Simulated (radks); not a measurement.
**Taking charge from the 4d level of I⁺ in fractions**

An exercise on one series of results from a longer session: the logs are not shown, and one member is left open.

Program: radks (a radial shooting solver on a logarithmic mesh, Libxc functionals) version 1. Level of theory: scalar-relativistic Kohn-Sham, PBE, spin-polarised, spherical densities, point nucleus; open shells are filled with parallel spins first. These are calculated values, not measurements, unless marked.

## The atom as given

| Property | Result |
| --- | --- |
| element | iodine (Z = 53) |
| charge | +1 |
| electrons | 52 |
| configuration | [Kr] 4d(up 5, down 5) 5s2 5p4 |

A shell typed twice in an input gives spin up, then spin down.

The first run:

The run's settings:

```text
Z 53
configuration [Kr] 4d5 4d5 5s2 5p4
relativity scalar-relativistic
functional pbe,pbe
spin polarised
nucleus point
c 137.035999084
```

Among the steps run: Start: [Kr] 4d(up 5, down 5) 5s2 5p4.

One table of the session follows, with a row left open; its other results are not shown here.

It belongs to the step «Start: [Kr] 4d(up 5, down 5) 5s2 5p4». Radial moments (bohr):

| level | <r> | outermost maximum (interpolated) | 90 % within | nodes |
| --- | --- | --- | --- | --- |
| 4p up | 0.7920 | 0.715 | 1.16 | 2 |
| 4p down | 0.7917 | 0.715 | 1.16 | 2 |
| 4d up | 0.9218 | 0.778 | 1.41 | 1 |
| 4d down | 0.9185 | 0.778 | 1.40 | 1 |
| 5s up | 1.924 | 1.70 | 2.79 | 4 |
| 5s down | ? | ? | ? | ? |
| 5p up | 2.312 | 1.98 | 3.41 | 3 |
| 5p down | 2.338 | 1.98 | 3.48 | 3 |

Estimate the missing values for 5s down.

**Answer.** <r>: 1.918; outermost maximum (interpolated): 1.68; 90 % within: 2.79; nodes: 4. In the column «<r>» it lies between 4d up (0.9218) and 5s up (1.924).
